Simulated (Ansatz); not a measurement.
**C7H16 (2-methylhexane): a chain of runs**

Aim: a structure relaxation (singlet C7H16, HF/STO-3G), then vibrational wavenumbers (singlet C7H16, HF/STO-3G), then a single-point energy (doublet [C7H16]+, UHF/STO-3G), then a geometry optimisation (doublet [C7H16]+, UHF/STO-3G), then a structure relaxation (singlet C7H16, HF/3-21G), then vibrational wavenumbers (singlet C7H16, HF/3-21G) of C7H16. 

The calculation is run with Ansatz 0.2.0.

### 1 Starting point

C7H16: 23 atoms, total charge 0, spin state singlet. As SMILES, `CCCCC(C)C`. The shape is that of a PBE0-D4/def2-TZVP optimisation. This is one conformer, not always the lowest. The run starts from this shape.

Some bond lengths: C1–C2 1.519 Å, C2–C3 1.520 Å, C3–C4 1.520 Å, C4–C5 1.526 Å, C5–C6 1.522 Å, C5–C7 1.522 Å, C1–H8 1.094 Å, C1–H9 1.094 Å, C1–H10 1.092 Å, C2–H11 1.096 Å, C2–H12 1.096 Å, C3–H13 1.098 Å, C3–H14 1.096 Å, C4–H15 1.097 Å, C4–H16 1.099 Å, C5–H17 1.099 Å. Some angles: C1–C2–C3 113.0°, C2–C3–C4 113.1°, C3–C4–C5 115.2°, C4–C5–C6 112.3°, C4–C5–C7 110.4°, C6–C5–C7 110.4°, C1–C2–H11 109.6°, C1–C2–H12 109.7°, C3–C2–H11 109.1°, C3–C2–H12 109.2°.

### 2 A geometry optimisation at HF/STO-3G (run 1)

Input file in.yaml:

```yaml
basis:
  gaussian: {orbitals: STO-3G}
crystal:
  periodic: [false, false, false]
  atoms:
    - symbol: C
      position_ang: [-3.377400, 0.107900, -0.769600]
    - symbol: C
      position_ang: [-2.147700, -0.662700, -0.322100]
    - symbol: C
      position_ang: [-0.925900, 0.222300, -0.135800]
    - symbol: C
      position_ang: [0.305500, -0.549300, 0.308300]
    - symbol: C
      position_ang: [1.534700, 0.304700, 0.607100]
    - symbol: C
      position_ang: [2.032300, 1.050900, -0.623000]
    - symbol: C
      position_ang: [2.646200, -0.552600, 1.194600]
    - symbol: H
      position_ang: [-3.648400, 0.875300, -0.038900]
    - symbol: H
      position_ang: [-3.200300, 0.612000, -1.724000]
    - symbol: H
      position_ang: [-4.241100, -0.548900, -0.896700]
    - symbol: H
      position_ang: [-1.916200, -1.444800, -1.054600]
    - symbol: H
      position_ang: [-2.361400, -1.184600, 0.618000]
    - symbol: H
      position_ang: [-1.152900, 1.000700, 0.604300]
    - symbol: H
      position_ang: [-0.723600, 0.748000, -1.075600]
    - symbol: H
      position_ang: [0.053900, -1.124800, 1.207800]
    - symbol: H
      position_ang: [0.567900, -1.290500, -0.458900]
    - symbol: H
      position_ang: [1.245700, 1.049100, 1.361700]
    - symbol: H
      position_ang: [2.923200, 1.639600, -0.389500]
    - symbol: H
      position_ang: [2.299900, 0.346300, -1.417600]
    - symbol: H
      position_ang: [1.280800, 1.734700, -1.022300]
    - symbol: H
      position_ang: [2.966700, -1.314300, 0.476300]
    - symbol: H
      position_ang: [3.521800, 0.049600, 1.450400]
    - symbol: H
      position_ang: [2.316100, -1.068800, 2.100000]
hamiltonian: {xc: hf}
relax: {f_tol: 0.002}
output: {orbitals: {seedname: orbitals}}
```

Command:

```sh
$ ansatz run in.yaml --threads 1 --pin off --max-ram 3480MiB --events-out events.jsonl --progress --plain --runs-dir runs
```

Log:

```text
Warning: RAYON_NUM_THREADS=1 ignored (pool sized by the plan → 1); use --threads N
The last accepted step is kept in runs//last_step.txt (removed where the run ends without a failure and the disk answers)
[... 74 lines left out ...]
Total energy: -7379.88164957 eV, -271.2056483581 hartree
[... 23 lines left out ...]
Dipole moment:    -0.002001    -0.000362     0.004243 e Å
```

It took 26 s on 1 thread of Arm Neoverse V1, shared host; peak memory 0.12 GiB.

Steps, from the record of the run:

| step | energy from the first frame kept (eV) | largest force (eV/Å) |
| --- | --- | --- |
| 1 | 0.0000 | 1.8381 |
| 2 | -0.0998 | 0.2408 |
| 3 | -0.1020 | 0.0813 |
| 4 | -0.1026 | 0.0297 |
| 5 | -0.1026 | 0.0036 |
| 6 | -0.1027 | 0.0099 |
| 7 | -0.1027 | 0.0083 |
| 8 | -0.1027 | 0.0035 |
| 9 | -0.1027 | 0.0014 |
| 10 | -0.1027 | 0.0015 |

After the run. Some bond lengths: C1–C2 1.541 Å, C2–C3 1.545 Å, C3–C4 1.545 Å, C4–C5 1.552 Å, C5–C6 1.546 Å, C5–C7 1.546 Å, C1–H8 1.086 Å, C1–H9 1.086 Å, C1–H10 1.086 Å, C2–H11 1.089 Å, C2–H12 1.088 Å, C3–H13 1.088 Å, C3–H14 1.087 Å, C4–H15 1.088 Å, C4–H16 1.088 Å, C5–H17 1.091 Å. Some angles: C1–C2–C3 112.4°, C2–C3–C4 112.0°, C3–C4–C5 114.1°, C4–C5–C6 112.4°, C4–C5–C7 110.1°, C6–C5–C7 110.2°, C1–C2–H11 109.3°, C1–C2–H12 109.3°, C3–C2–H11 109.3°, C3–C2–H12 109.3°.

### 3 The harmonic vibrations at HF/STO-3G (run 2)

Input file run.yaml:

```yaml
crystal:
  periodic: [false, false, false]
  atoms:
    - symbol: C
      position_ang: [-3.426107, 0.111719, -0.761209]
    - symbol: C
      position_ang: [-2.173984, -0.676746, -0.330133]
    - symbol: C
      position_ang: [-0.939802, 0.233853, -0.140789]
    - symbol: C
      position_ang: [0.311029, -0.567020, 0.286224]
    - symbol: C
      position_ang: [1.550303, 0.312251, 0.603630]
    - symbol: C
      position_ang: [2.079978, 1.054437, -0.644669]
    - symbol: C
      position_ang: [2.670303, -0.553366, 1.226338]
    - symbol: H
      position_ang: [-3.685907, 0.858231, -0.016455]
    - symbol: H
      position_ang: [-3.254432, 0.620454, -1.705207]
    - symbol: H
      position_ang: [-4.274331, -0.555297, -0.884028]
    - symbol: H
      position_ang: [-1.950404, -1.433845, -1.079613]
    - symbol: H
      position_ang: [-2.381796, -1.199642, 0.601626]
    - symbol: H
      position_ang: [-1.161992, 0.985697, 0.614247]
    - symbol: H
      position_ang: [-0.743693, 0.760335, -1.071618]
    - symbol: H
      position_ang: [0.065074, -1.145802, 1.174414]
    - symbol: H
      position_ang: [0.567823, -1.278784, -0.496207]
    - symbol: H
      position_ang: [1.254772, 1.059305, 1.341280]
    - symbol: H
      position_ang: [2.963574, 1.632632, -0.391866]
    - symbol: H
      position_ang: [2.348734, 0.348750, -1.425112]
    - symbol: H
      position_ang: [1.335843, 1.736149, -1.042516]
    - symbol: H
      position_ang: [2.995911, -1.319432, 0.528832]
    - symbol: H
      position_ang: [3.529361, 0.059115, 1.483097]
    - symbol: H
      position_ang: [2.319544, -1.043191, 2.129632]
basis:
  gaussian:
    orbitals: STO-3G
hamiltonian:
  xc: hf
phonons:
  temperatures:
    t_min: 298.15
    t_max: 298.15
    t_step: 1
```

Command:

```sh
$ ansatz run run.yaml --threads 1 --pin off --max-ram 3480MiB --events-out events.jsonl --progress --plain --runs-dir runs
```

Log:

```text
Warning: RAYON_NUM_THREADS=1 ignored (pool sized by the plan → 1); use --threads N
[... 733 lines left out ...]
Total energy: -7379.88165271 eV, -271.2056484735 hartree
[... 23 lines left out ...]
Dipole moment:    -0.002001    -0.000362     0.004242 e Å
Vibrations: 60.62 88.20 140.06 150.50 235.60 250.89 260.70 333.49 339.80 459.10 488.07 540.92 848.72 928.99 974.46 1076.98 1092.43 1111.71 1141.72 1155.85 1228.51 1240.55 1265.82 1304.67 1381.42 1417.20 1435.12 1492.77 1524.73 1558.07 1575.08 1610.25 1651.39 1686.82 1736.29 1742.94 1748.80 1754.34 1823.94 1830.38 1836.35 1838.39 1839.31 1843.87 1844.98 1846.88 1852.08 3565.61 3566.74 3569.67 3601.25 3604.20 3609.39 3638.01 3713.02 3717.55 3730.95 3748.73 3750.16 3750.18 3750.77 3751.21 3757.93 cm⁻¹, zero-point energy 7.092833 eV
```

Wall time 5 min (1 thread of Arm Neoverse V1, shared host); peak memory 0.12 GiB.

### 4 The doublet cation: the energy at UHF/STO-3G (run 3)

Input file in.yaml:

```yaml
crystal:
  periodic: [false, false, false]
  atoms:
    - {symbol: C, position_ang: [-3.426107, 0.111719, -0.761209]}
    - {symbol: C, position_ang: [-2.173984, -0.676746, -0.330133]}
    - {symbol: C, position_ang: [-0.939802, 0.233853, -0.140789]}
    - {symbol: C, position_ang: [0.311029, -0.567020, 0.286224]}
    - {symbol: C, position_ang: [1.550303, 0.312251, 0.603630]}
    - {symbol: C, position_ang: [2.079978, 1.054437, -0.644669]}
    - {symbol: C, position_ang: [2.670303, -0.553366, 1.226338]}
    - {symbol: H, position_ang: [-3.685907, 0.858231, -0.016455]}
    - {symbol: H, position_ang: [-3.254432, 0.620454, -1.705207]}
    - {symbol: H, position_ang: [-4.274331, -0.555297, -0.884028]}
    - {symbol: H, position_ang: [-1.950404, -1.433845, -1.079613]}
    - {symbol: H, position_ang: [-2.381796, -1.199642, 0.601626]}
    - {symbol: H, position_ang: [-1.161992, 0.985697, 0.614247]}
    - {symbol: H, position_ang: [-0.743693, 0.760335, -1.071618]}
    - {symbol: H, position_ang: [0.065074, -1.145802, 1.174414]}
    - {symbol: H, position_ang: [0.567823, -1.278784, -0.496207]}
    - {symbol: H, position_ang: [1.254772, 1.059305, 1.341280]}
    - {symbol: H, position_ang: [2.963574, 1.632632, -0.391866]}
    - {symbol: H, position_ang: [2.348734, 0.348750, -1.425112]}
    - {symbol: H, position_ang: [1.335843, 1.736149, -1.042516]}
    - {symbol: H, position_ang: [2.995911, -1.319432, 0.528832]}
    - {symbol: H, position_ang: [3.529361, 0.059115, 1.483097]}
    - {symbol: H, position_ang: [2.319544, -1.043191, 2.129632]}
basis:
  gaussian: {orbitals: STO-3G}
total_charge: 1
magnetization: {spin_polarized: true, initial_magnetization: 1}
hamiltonian: {xc: hf}
```

Command:

```sh
$ ansatz run in.yaml --threads 1 --pin off --max-ram 3480MiB --events-out events.jsonl --progress --plain --runs-dir runs
```

Log:

```text
Warning: RAYON_NUM_THREADS=1 ignored (pool sized by the plan → 1); use --threads N
Functional definition: HF
  name "HF"
  exchange = exact_x
  correlation = 0
728 factors; integrals over basis functions are off by at most 3.0e-5 eV
mean field evaluation 1: about -7368.4816 eV, gradient 1.2e1 eV
mean field evaluation 2: about -7368.9649 eV, gradient 1.2e1 eV
mean field evaluation 4: about -7370.3923 eV, gradient 1.4e0 eV
mean field evaluation 8: about -7370.4508 eV, gradient 2.4e-2 eV
mean field evaluation 16: about -7370.0708 eV, gradient 1.7e0 eV
mean field evaluation 32: about -7367.3044 eV, gradient 1.4e1 eV
mean field evaluation 64: about -7369.7988 eV, gradient 1.6e0 eV
mean field evaluation 96: about -7368.4830 eV, gradient 1.2e1 eV
mean field -7370.44936901 eV, -270.8590184410 hartree, gradient 1.7e-5 eV, S^2 0.762478; 1 other end points of the search recorded, 0 dependent functions left out
reference -7370.44936901 eV, -270.8590184410 hartree; 29, 28 occupied and 22, 23 virtual orbitals, 728 factors
Total energy: -7370.44936901 eV, -270.8590184410 hartree
```

It took 2.7 s on 1 thread of Arm Neoverse V1, shared host; peak memory 0.13 GiB.

### 5 The doublet cation: a structure relaxation at UHF/STO-3G (run 4)

Input file input.yaml:

```yaml
crystal:
  periodic: [false, false, false]
  atoms:
    - {symbol: C, position_ang: [-3.426107, 0.111719, -0.761209]}
    - {symbol: C, position_ang: [-2.173984, -0.676746, -0.330133]}
    - {symbol: C, position_ang: [-0.939802, 0.233853, -0.140789]}
    - {symbol: C, position_ang: [0.311029, -0.567020, 0.286224]}
    - {symbol: C, position_ang: [1.550303, 0.312251, 0.603630]}
    - {symbol: C, position_ang: [2.079978, 1.054437, -0.644669]}
    - {symbol: C, position_ang: [2.670303, -0.553366, 1.226338]}
    - {symbol: H, position_ang: [-3.685907, 0.858231, -0.016455]}
    - {symbol: H, position_ang: [-3.254432, 0.620454, -1.705207]}
    - {symbol: H, position_ang: [-4.274331, -0.555297, -0.884028]}
    - {symbol: H, position_ang: [-1.950404, -1.433845, -1.079613]}
    - {symbol: H, position_ang: [-2.381796, -1.199642, 0.601626]}
    - {symbol: H, position_ang: [-1.161992, 0.985697, 0.614247]}
    - {symbol: H, position_ang: [-0.743693, 0.760335, -1.071618]}
    - {symbol: H, position_ang: [0.065074, -1.145802, 1.174414]}
    - {symbol: H, position_ang: [0.567823, -1.278784, -0.496207]}
    - {symbol: H, position_ang: [1.254772, 1.059305, 1.341280]}
    - {symbol: H, position_ang: [2.963574, 1.632632, -0.391866]}
    - {symbol: H, position_ang: [2.348734, 0.348750, -1.425112]}
    - {symbol: H, position_ang: [1.335843, 1.736149, -1.042516]}
    - {symbol: H, position_ang: [2.995911, -1.319432, 0.528832]}
    - {symbol: H, position_ang: [3.529361, 0.059115, 1.483097]}
    - {symbol: H, position_ang: [2.319544, -1.043191, 2.129632]}
basis:
  gaussian: {orbitals: STO-3G}
total_charge: 1
magnetization: {spin_polarized: true, initial_magnetization: 1}
hamiltonian: {xc: hf}
relax: {}
```

Command:

```sh
$ ansatz run input.yaml --threads 1 --pin off --max-ram 3480MiB --events-out events.jsonl --progress --plain --runs-dir runs
```

Log:

```text
Warning: RAYON_NUM_THREADS=1 ignored (pool sized by the plan → 1); use --threads N
The last accepted step is kept in runs//last_step.txt (removed where the run ends without a failure and the disk answers)
[... 132 lines left out ...]
Total energy: -7371.56069010 eV, -270.8998587377 hartree
[... 23 lines left out ...]
Dipole moment:     0.818653    -0.029563     0.285939 e Å
```

Run time: 59 s. Hardware: 1 thread of Arm Neoverse V1, shared host; peak memory 0.15 GiB.

Steps, from the record of the run:

| step | energy from the first frame kept (eV) | largest force (eV/Å) |
| --- | --- | --- |
| 1 | 0.0000 | 5.7798 |
| 2 | -0.7688 | 1.3817 |
| 3 | -0.8860 | 0.7973 |
| 4 | -0.9022 | 0.8060 |
| 5 | -0.9622 | 0.7814 |
| 6 | -1.0023 | 0.9600 |
| 7 | -1.0524 | 1.2410 |
| 8 | -1.0818 | 0.6740 |
| 9 | -1.0854 | 0.9486 |
| 10 | -0.9654 | 1.4439 |
| 11 | -1.1003 | 0.2933 |
| 12 | -1.1060 | 0.2439 |
| 13 | -1.1095 | 0.0931 |
| 14 | -1.1101 | 0.0430 |
| 15 | -1.1103 | 0.0112 |
| 16 | -1.1103 | 0.0057 |
| 17 | -1.1104 | 0.0080 |
| 18 | -1.1104 | 0.0076 |
| 19 | -1.1104 | 0.0079 |

After the run. Some bond lengths: C1–C2 1.542 Å, C2–C3 1.564 Å, C3–C4 1.524 Å, C5–C6 1.529 Å, C5–C7 1.531 Å, C1–H8 1.086 Å, C1–H9 1.086 Å, C1–H10 1.086 Å, C2–H11 1.089 Å, C2–H12 1.089 Å, C3–H13 1.088 Å, C3–H14 1.087 Å, C4–H15 1.095 Å, C4–H16 1.095 Å, C5–H17 1.099 Å, C6–H18 1.093 Å. Some angles: C1–C2–C3 110.4°, C2–C3–C4 107.0°, C6–C5–C7 117.4°, C1–C2–H11 109.9°, C1–C2–H12 110.0°, C3–C2–H11 109.2°, C3–C2–H12 109.2°, C2–C1–H8 110.8°, C2–C1–H9 110.8°, C2–C1–H10 109.3°. A long bond or contact: C4–C5 1.873 Å.

### 6 A structure relaxation at HF/3-21G (run 5)

Input file in.yaml:

```yaml
crystal:
  periodic: [false, false, false]
  atoms:
    - symbol: C
      position_ang: [-3.377400, 0.107900, -0.769600]
    - symbol: C
      position_ang: [-2.147700, -0.662700, -0.322100]
    - symbol: C
      position_ang: [-0.925900, 0.222300, -0.135800]
    - symbol: C
      position_ang: [0.305500, -0.549300, 0.308300]
    - symbol: C
      position_ang: [1.534700, 0.304700, 0.607100]
    - symbol: C
      position_ang: [2.032300, 1.050900, -0.623000]
    - symbol: C
      position_ang: [2.646200, -0.552600, 1.194600]
    - symbol: H
      position_ang: [-3.648400, 0.875300, -0.038900]
    - symbol: H
      position_ang: [-3.200300, 0.612000, -1.724000]
    - symbol: H
      position_ang: [-4.241100, -0.548900, -0.896700]
    - symbol: H
      position_ang: [-1.916200, -1.444800, -1.054600]
    - symbol: H
      position_ang: [-2.361400, -1.184600, 0.618000]
    - symbol: H
      position_ang: [-1.152900, 1.000700, 0.604300]
    - symbol: H
      position_ang: [-0.723600, 0.748000, -1.075600]
    - symbol: H
      position_ang: [0.053900, -1.124800, 1.207800]
    - symbol: H
      position_ang: [0.567900, -1.290500, -0.458900]
    - symbol: H
      position_ang: [1.245700, 1.049100, 1.361700]
    - symbol: H
      position_ang: [2.923200, 1.639600, -0.389500]
    - symbol: H
      position_ang: [2.299900, 0.346300, -1.417600]
    - symbol: H
      position_ang: [1.280800, 1.734700, -1.022300]
    - symbol: H
      position_ang: [2.966700, -1.314300, 0.476300]
    - symbol: H
      position_ang: [3.521800, 0.049600, 1.450400]
    - symbol: H
      position_ang: [2.316100, -1.068800, 2.100000]
basis:
  gaussian: {orbitals: 3-21G.json}
hamiltonian: {xc: hf}
relax: {f_tol: 0.002}
output: {orbitals: {seedname: orbitals}}
```

The basis set 3-21G is read from a file made from the Basis Set Exchange's data (not shown).

Command:

```sh
$ ansatz run in.yaml --threads 1 --pin off --max-ram 3480MiB --events-out events.jsonl --progress --plain --runs-dir runs
```

Log:

```text
Warning: RAYON_NUM_THREADS=1 ignored (pool sized by the plan → 1); use --threads N
The last accepted step is kept in runs//last_step.txt (removed where the run ends without a failure and the disk answers)
[... 61 lines left out ...]
Total energy: -7425.72004078 eV, -272.8901781649 hartree
[... 23 lines left out ...]
Dipole moment:    -0.004912     0.002471     0.006988 e Å
```

Run time: 26 s. Hardware: 1 thread of Arm Neoverse V1, shared host; peak memory 0.22 GiB.

The path in brief:

| step | energy from the first frame kept (eV) | largest force (eV/Å) |
| --- | --- | --- |
| 1 | 0.0000 | 1.1988 |
| 2 | -0.0518 | 0.4226 |
| 3 | -0.0607 | 0.0740 |
| 4 | -0.0616 | 0.0071 |
| 5 | -0.0616 | 0.0017 |
| 6 | -0.0617 | 0.0074 |
| 7 | -0.0617 | 0.0045 |
| 8 | -0.0617 | 0.0006 |

After the run. Some bond lengths: C1–C2 1.541 Å, C2–C3 1.541 Å, C3–C4 1.541 Å, C4–C5 1.544 Å, C5–C6 1.541 Å, C5–C7 1.542 Å, C1–H8 1.085 Å, C1–H9 1.085 Å, C1–H10 1.085 Å, C2–H11 1.086 Å, C2–H12 1.086 Å, C3–H13 1.087 Å, C3–H14 1.085 Å, C4–H15 1.087 Å, C4–H16 1.087 Å, C5–H17 1.086 Å. Some angles: C1–C2–C3 112.1°, C2–C3–C4 112.1°, C3–C4–C5 114.3°, C4–C5–C6 111.7°, C4–C5–C7 109.9°, C6–C5–C7 109.6°, C1–C2–H11 109.5°, C1–C2–H12 109.5°, C3–C2–H11 109.2°, C3–C2–H12 109.2°.

### 7 Vibrational wavenumbers at HF/3-21G (run 6)

Input file job.yaml:

```yaml
crystal:
  periodic: [false, false, false]
  atoms:
    - symbol: C
      position_ang: [-3.413617, 0.112420, -0.763577]
    - symbol: C
      position_ang: [-2.163211, -0.680103, -0.335924]
    - symbol: C
      position_ang: [-0.940941, 0.235496, -0.127825]
    - symbol: C
      position_ang: [0.310936, -0.555831, 0.298068]
    - symbol: C
      position_ang: [1.541791, 0.321334, 0.613151]
    - symbol: C
      position_ang: [2.067114, 1.040439, -0.644408]
    - symbol: C
      position_ang: [2.662481, -0.546403, 1.219674]
    - symbol: H
      position_ang: [-3.675523, 0.847084, -0.009366]
    - symbol: H
      position_ang: [-3.232629, 0.635774, -1.696580]
    - symbol: H
      position_ang: [-4.263971, -0.545775, -0.904425]
    - symbol: H
      position_ang: [-1.928610, -1.422708, -1.092608]
    - symbol: H
      position_ang: [-2.370849, -1.214728, 0.585953]
    - symbol: H
      position_ang: [-1.175112, 0.972912, 0.635494]
    - symbol: H
      position_ang: [-0.746817, 0.773530, -1.049276]
    - symbol: H
      position_ang: [0.063969, -1.136891, 1.182923]
    - symbol: H
      position_ang: [0.575929, -1.262552, -0.484636]
    - symbol: H
      position_ang: [1.250039, 1.068747, 1.345708]
    - symbol: H
      position_ang: [2.947385, 1.628613, -0.406669]
    - symbol: H
      position_ang: [2.341492, 0.312114, -1.401592]
    - symbol: H
      position_ang: [1.324904, 1.707721, -1.065098]
    - symbol: H
      position_ang: [2.969984, -1.309221, 0.510869]
    - symbol: H
      position_ang: [3.529754, 0.057563, 1.464831]
    - symbol: H
      position_ang: [2.325302, -1.039735, 2.125216]
basis:
  gaussian:
    orbitals: 3-21G.json
hamiltonian:
  xc: hf
phonons:
  temperatures: {t_min: 298.15, t_max: 298.15, t_step: 1}
```

The basis set 3-21G is read from a file made from the Basis Set Exchange's data (not shown).

Command:

```sh
$ ansatz run job.yaml --threads 1 --pin off --max-ram 3480MiB --events-out events.jsonl --progress --plain --runs-dir runs
```

Log:

```text
Warning: RAYON_NUM_THREADS=1 ignored (pool sized by the plan → 1); use --threads N
[... 733 lines left out ...]
Total energy: -7425.72003872 eV, -272.8901780893 hartree
[... 23 lines left out ...]
Dipole moment:    -0.004912     0.002471     0.006988 e Å
Vibrations: 63.10 89.16 140.13 152.04 251.15 257.40 276.71 322.49 327.85 442.22 467.49 520.01 796.95 843.76 881.90 956.75 994.22 1015.72 1038.58 1048.95 1061.80 1100.21 1154.37 1183.80 1258.79 1302.21 1320.97 1385.31 1426.90 1455.48 1472.21 1480.98 1503.87 1513.02 1520.99 1563.85 1573.57 1582.21 1647.64 1654.79 1662.17 1664.70 1668.48 1673.03 1675.39 1676.46 1684.57 3178.69 3185.33 3187.12 3191.41 3193.03 3193.41 3197.56 3210.44 3216.24 3239.42 3240.02 3248.00 3250.50 3251.55 3259.29 3265.84 cm⁻¹, zero-point energy 6.339448 eV
```

It took 5.7 min on 1 thread of Arm Neoverse V1, shared host; peak memory 0.22 GiB.

### 8 Results

| quantity | value |
| --- | --- |
| run 1, HF/STO-3G: total energy at the end | -271.20565 Eh |
| run 1, HF/STO-3G: dipole moment | 0.02 D |
| run 1, HF/STO-3G: HOMO energy | -10.49 eV |
| run 1, HF/STO-3G: LUMO energy | 15.42 eV |
| run 1, HF/STO-3G: HOMO–LUMO gap | 25.91 eV |
| run 2, HF/STO-3G: largest force on an atom | 0.001 eV/Å |
| run 2, HF/STO-3G: lowest harmonic wavenumber | 61 cm⁻¹ |
| run 2, HF/STO-3G: highest harmonic wavenumber | 3758 cm⁻¹ |
| run 2, HF/STO-3G: zero-point energy | 684.4 kJ/mol |
| doublet cation, run 3: total energy | -270.85902 Eh |
| doublet cation, run 3: ⟨S²⟩ | 0.762 |
| doublet cation, run 4: total energy at the end | -270.89986 Eh |
| doublet cation, run 4: ⟨S²⟩ | 0.756 |
| run 5, HF/3-21G: total energy at the end | -272.89018 Eh |
| run 5, HF/3-21G: dipole moment | 0.04 D |
| run 5, HF/3-21G: HOMO energy | -11.54 eV |
| run 5, HF/3-21G: LUMO energy | 6.95 eV |
| run 5, HF/3-21G: HOMO–LUMO gap | 18.49 eV |
| run 6, HF/3-21G: largest force on an atom | 0.001 eV/Å |
| run 6, HF/3-21G: lowest harmonic wavenumber | 63 cm⁻¹ |
| run 6, HF/3-21G: highest harmonic wavenumber | 3266 cm⁻¹ |
| run 6, HF/3-21G: zero-point energy | 611.7 kJ/mol |
| vertical ionisation energy (to the doublet cation) | 9.432 eV |
| adiabatic ionisation energy (to the doublet cation, no zero-point term) | 8.321 eV |

The vertical ionisation energy comes to 9.43 eV (218 kcal/mol). In a minimal basis such a difference can be off by several eV, whatever the method. The adiabatic ionisation energy (to the doublet cation, no zero-point term) is 8.32 eV (803 kJ/mol). The optimisation (run 1, HF/STO-3G) took 9 steps and changed the energy by -0.103 eV. All 63 modes (run 2, HF/STO-3G) are real, so the shape is a minimum at this level. The optimisation (doublet cation, run 4) took 18 steps and changed the energy by -1.110 eV.
